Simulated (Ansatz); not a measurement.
# AlBGeH₆OSi: a ladder of functionals and wavefunction methods

Aim: compute AlBGeH₆OSi with functionals from several rungs and with coupled cluster. The yardstick is the atomisation energy at the CCSD(T) limit.

Method: functionals in def2-TZVPP, the program's frozen cores in correlated methods; program: Ansatz 0.2.0, Gaussian basis.

The runs, in order: LDA (SPW92), PBE-D4, revPBE-D4, BLYP-D4, r2SCAN-D4, B97M-V, PBE0-D4, B3LYP-D4, r2SCANh-D4, r2SCAN0-D4, HSE06-D4, BHLYP-D4, CAM-B3LYP-D4, LC-ωPBE, ωB97X-V, ωB97M-V, B2PLYP, PBE-QIDH; CCSD(T)/def2-SVP; CCSD(T)/def2-TZVPP; MP2/def2-QZVPP; extrapolation to the limit; RPA on PBE.

### Step 1. The relaxed structure

An earlier PBE0-D4 in a triple-zeta def2 set relaxation fixed the geometry.

SMILES `[GeH3][SiH]1[BH][AlH][O]1`, 11 atoms, charge 0, spin multiplicity 1.

Atoms are counted from 1 here; the program's logs count them from 0.

Bond lengths: Ge1–Si2 2.390 Å, Ge1–H6 1.539 Å, Ge1–H7 1.541 Å, Ge1–H8 1.539 Å, Si2–B3 2.017 Å, Si2–O5 1.677 Å, Si2–H9 1.493 Å, B3–Al4 2.156 Å, B3–H10 1.189 Å, Al4–O5 1.736 Å, Al4–H11 1.582 Å. Angles: Si2–Ge1–H6 111.8°, Si2–Ge1–H7 110.4°, Si2–Ge1–H8 110.2°, H6–Ge1–H7 107.7°, H6–Ge1–H8 108.7°, H7–Ge1–H8 107.9°, Ge1–Si2–B3 113.2°, Ge1–Si2–O5 111.4°, Ge1–Si2–H9 109.3°, B3–Si2–O5 93.9°, B3–Si2–H9 117.0°, O5–Si2–H9 111.3°, Si2–B3–Al4 78.0°, Si2–B3–H10 137.4°, Al4–B3–H10 144.6°, B3–Al4–O5 87.5°, B3–Al4–H11 149.8°, O5–Al4–H11 122.7° and more.

### Step 2. LDA

This LDA is Slater exchange with PW92 correlation.

File in.yaml:

```yaml
crystal:
  periodic: [false, false, false]
  atoms:
    - {symbol: Ge, position_ang: [-1.175569, 0.802749, -1.489829]}
    - {symbol: Si, position_ang: [0.754316, 0.264058, -0.187038]}
    - {symbol: B, position_ang: [0.778166, -1.651537, 0.443874]}
    - {symbol: Al, position_ang: [0.617179, -0.568374, 2.301068]}
    - {symbol: O, position_ang: [0.639662, 0.892398, 1.363687]}
    - {symbol: H, position_ang: [-1.435675, 2.319152, -1.525408]}
    - {symbol: H, position_ang: [-2.427657, 0.125260, -0.900047]}
    - {symbol: H, position_ang: [-1.000427, 0.298219, -2.933190]}
    - {symbol: H, position_ang: [1.975631, 0.763154, -0.886375]}
    - {symbol: H, position_ang: [0.816786, -2.734299, -0.046902]}
    - {symbol: H, position_ang: [0.523189, -0.567879, 3.880759]}
basis:
  gaussian: {orbitals: def2-TZVPP}
hamiltonian: {xc: lda}
output: {orbitals: {seedname: orbitals}}
```

Command:

```bash
$ ansatz run in.yaml --threads 4 --pin off --events-out ev --progress --plain --max-ram 10444MiB
```

Further steps of the session: PBE-D4 (GGA); revPBE-D4 (GGA); BLYP-D4 (GGA); r2SCAN-D4 (meta-GGA); B97M-V (meta-GGA); B3LYP-D4 (hybrid); r2SCANh-D4 (hybrid); r2SCAN0-D4 (hybrid); HSE06-D4 (hybrid); BHLYP-D4 (hybrid); CAM-B3LYP-D4 (range-separated); LC-ωPBE (range-separated); ωB97X-V (range-separated); ωB97M-V (range-separated); B2PLYP (double hybrid); PBE-QIDH (double hybrid); CCSD(T) in def2-SVP; CCSD(T) in def2-TZVPP; MP2 in def2-QZVPP; RPA on PBE orbitals.

Before running them: what should the planned runs give, taken together? Wanted: atomisation energy, CCSD(T)/CBS; farthest beyond LDA; mean size of error, GGA; mean size of error, meta-GGA; mean size of error, hybrid; mean size of error, range-separated; mean size of error, double hybrid; gap, smallest and largest; T1 diagnostic.

The runs gave:

| quantity | value |
| --- | --- |
| atomisation energy, CCSD(T)/CBS | 3388.6 kJ/mol |
| functionals within 33.9 kJ/mol (1.0 %) | PBE-D4, r2SCAN-D4, B3LYP-D4, r2SCANh-D4, r2SCAN0-D4, CAM-B3LYP-D4, LC-ωPBE, ωB97X-V, ωB97M-V |
| farthest beyond LDA | BHLYP-D4 (-87.9 kJ/mol) |
| mean size of error, GGA | 48.1 kJ/mol |
| mean size of error, meta-GGA | 35.3 kJ/mol |
| mean size of error, hybrid | 38.4 kJ/mol |
| mean size of error, range-separated | 18.7 kJ/mol |
| mean size of error, double hybrid | 51.0 kJ/mol |
| gap, smallest and largest | 1.35 eV (LDA (SPW92)), 8.10 eV (LC-ωPBE) |
| T1 diagnostic | 0.0146 |
| triples share of the correlation energy | 3.8 % |

**Reading.** LDA overbinds by 425.2 kJ/mol (13 %). PBE-D4 is off by -6.6 kJ/mol. Double hybrids carry the basis error of their MP2 part in triple zeta, and no dispersion term here, so their miss is partly the set-up's. By mean error the best rung here is range-separated (18.7 kJ/mol) and the worst beyond LDA is double hybrid (51.0 kJ/mol). The gap between the best rungs is small, so their order is not settled. Misses under about 33.9 kJ/mol are within the doubt on the reference itself, which lacks core-valence correlation, relativity and higher excitations, and its outer-core shells are covered unevenly. Hartree-Fock recovers 73 % of the binding; the rest is correlation. CCSD(T) in def2-SVP is off by -249.2 kJ/mol, which most functionals beat. The gap grows from 1.4 to 8.1 eV across the functionals, mostly with the share of exact exchange. The restricted reference is unstable towards a spin-broken one. Correlated methods include outer-core shells of Ge, which these sets cover unevenly.
